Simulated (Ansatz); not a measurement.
# CH4BInOSi: up Jacob's ladder to CCSD(T)

An exercise on one series of results from a longer session: the logs are not shown, and one member is left open.

The runs use Ansatz 0.2.0, Gaussian basis; functionals in def2-TZVPP, the program's frozen cores in correlated methods.

Levels to be run: LDA (SPW92), PBE-D4, revPBE-D4, BLYP-D4, r2SCAN-D4, B97M-V, PBE0-D4, B3LYP-D4, r2SCANh-D4, r2SCAN0-D4, HSE06-D4, BHLYP-D4, CAM-B3LYP-D4, LC-ωPBE, ωB97X-V, ωB97M-V, B2PLYP, PBE-QIDH; CCSD(T)/def2-SVP; CCSD(T)/def2-TZVPP; MP2/def2-QZVPP; extrapolation to the limit; RPA on PBE.

### Structure used throughout

All runs share one geometry, relaxed beforehand with PBE0-D4 in a triple-zeta def2 set. In takes the def2 core potential; no spin-orbit term is included.

9 atoms, charge 0, spin multiplicity 1.

Atoms are counted from 1 here; the program's logs count them from 0.

Bond lengths: O1–C2 1.155 Å, C2–B4 1.432 Å, In3–B4 2.069 Å, In3–H6 1.697 Å, B4–Si5 1.974 Å, Si5–H7 1.495 Å, Si5–H8 1.491 Å, Si5–H9 1.491 Å. Angles: O1–C2–B4 179.5°, B4–In3–H6 176.0°, C2–B4–In3 112.7°, C2–B4–Si5 128.1°, In3–B4–Si5 119.1°, B4–Si5–H7 109.1°, B4–Si5–H8 113.5°, B4–Si5–H9 113.6°, H7–Si5–H8 106.5°, H7–Si5–H9 106.5°, H8–Si5–H9 107.1°.

The first run:

The input, in.yaml:

```yaml
crystal:
  periodic: [false, false, false]
  atoms:
    - {symbol: O, position_ang: [1.304114, -2.779400, -0.214778]}
    - {symbol: C, position_ang: [0.899716, -1.702607, -0.107473]}
    - {symbol: In, position_ang: [1.832483, 0.985846, 0.616020]}
    - {symbol: B, position_ang: [0.388057, -0.371395, 0.022334]}
    - {symbol: Si, position_ang: [-1.454507, 0.262256, -0.292780]}
    - {symbol: H, position_ang: [2.934754, 2.182641, 1.099118]}
    - {symbol: H, position_ang: [-1.517088, 1.734065, -0.035931]}
    - {symbol: H, position_ang: [-1.924075, 0.056252, -1.692857]}
    - {symbol: H, position_ang: [-2.463462, -0.367647, 0.606347]}
basis:
  gaussian: {orbitals: def2-TZVPP}
hamiltonian: {xc: lda}
output: {orbitals: {seedname: orbitals}}
```

The run is started by

```bash
$ ansatz run in.yaml --threads 4 --pin off --events-out ev --progress --plain --max-ram 10444MiB
```

Among the steps run: LDA; PBE-D4 (GGA); revPBE-D4 (GGA); BLYP-D4 (GGA); r2SCAN-D4 (meta-GGA); B97M-V (meta-GGA); PBE0-D4 (hybrid); B3LYP-D4 (hybrid); r2SCANh-D4 (hybrid); r2SCAN0-D4 (hybrid); HSE06-D4 (hybrid); BHLYP-D4 (hybrid); CAM-B3LYP-D4 (range-separated); LC-ωPBE (range-separated); ωB97X-V (range-separated); ωB97M-V (range-separated); B2PLYP (double hybrid); PBE-QIDH (double hybrid).

One of the session's tables, all rows but one given; the rest of the session is left out.

It belongs to the step «Orbital energies across the functionals». 

| functional | HOMO (eV) | LUMO (eV) | gap (eV) |
| --- | --- | --- | --- |
| LDA (SPW92) | -5.01 | -3.23 | 1.78 |
| PBE-D4 | -4.82 | -2.96 | 1.86 |
| revPBE-D4 | -4.74 | -2.83 | 1.91 |
| BLYP-D4 | -4.68 | -2.90 | 1.78 |
| r2SCAN-D4 | -4.96 | -2.74 | 2.23 |
| B97M-V | -4.97 | -2.98 | 1.99 |
| PBE0-D4 | -5.63 | -2.27 | 3.37 |
| B3LYP-D4 | -5.49 | -2.52 | 2.97 |
| r2SCANh-D4 | -5.27 | -2.49 | 2.78 |
| r2SCAN0-D4 | -5.75 | -2.14 | 3.61 |
| HSE06-D4 | -5.25 | -2.62 | 2.63 |
| BHLYP-D4 | -6.34 | -1.62 | 4.72 |
| CAM-B3LYP-D4 | ? | ? | ? |
| LC-ωPBE | -7.80 | -0.37 | 7.43 |
| ωB97X-V | -7.56 | -0.49 | 7.07 |
| ωB97M-V | -7.51 | -0.74 | 6.77 |

**Question.** Estimate the row for CAM-B3LYP-D4.

As computed: HOMO (eV): -6.72; LUMO (eV): -1.45; gap (eV): 5.27. In the column «HOMO (eV)» it lies between ωB97M-V (-7.51) and BHLYP-D4 (-6.34).
